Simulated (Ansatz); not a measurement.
# CH5BO2: the cost of one run

Method: the settings change from run to run; program: Ansatz 0.2.0, Gaussian basis.

### 1 The relaxed structure

The structure was relaxed beforehand with PBE0-D4 in a triple-zeta def2 set.

9 atoms, charge 0, spin multiplicity 1.

Atoms are counted from 1 here; the program's logs count them from 0.

Bond lengths: B1–C2 1.545 Å, B1–H5 1.198 Å, B1–H6 1.193 Å, C2–O3 1.566 Å, C2–O4 1.348 Å, C2–H7 1.091 Å, O3–H8 0.964 Å, O4–H9 0.963 Å. Angles: C2–B1–H5 118.4°, C2–B1–H6 118.7°, H5–B1–H6 121.2°, B1–C2–O3 64.5°, B1–C2–O4 121.9°, B1–C2–H7 122.3°, O3–C2–O4 110.5°, O3–C2–H7 106.4°, O4–C2–H7 114.6°, C2–O3–H8 109.2°, C2–O4–H9 110.7°.

### 2 BLYP/cc-pVTZ

Options: charge +1, multiplicity 2, restricted open-shell orbitals, D4 dispersion, high accuracy, the search for lower states set to off.

File in.yaml:

```yaml
crystal:
  periodic: [false, false, false]
  atoms:
    - {symbol: B, position_ang: [0.648766, 0.596908, -0.703491]}
    - {symbol: C, position_ang: [-0.512241, 0.101130, 0.187554]}
    - {symbol: O, position_ang: [0.683292, -0.896112, 0.020428]}
    - {symbol: O, position_ang: [-0.634296, 0.480634, 1.474914]}
    - {symbol: H, position_ang: [0.539809, 0.492643, -1.892396]}
    - {symbol: H, position_ang: [1.486265, 1.294057, -0.218440]}
    - {symbol: H, position_ang: [-1.390273, -0.400247, -0.222926]}
    - {symbol: H, position_ang: [0.445652, -1.569595, -0.626549]}
    - {symbol: H, position_ang: [-1.178472, -0.145618, 1.963807]}
basis:
  gaussian: {orbitals: cc-pVTZ}
total_charge: 1
magnetization: {spin_polarized: false, initial_magnetization: 1}
hamiltonian: {xc: {name: BLYP}, dispersion: d4}
accuracy: high
scf: {lower_state_search: off}
output: {forces: true}
```

Run with:

```
$ ansatz run in.yaml --threads 2 --pin off --events-out ev --progress --plain --max-ram 4352MiB
```

What time and memory should one allow on 2 threads of Arm Neoverse V1, shared host?

About 18 s, with a peak of 0.7 GiB.
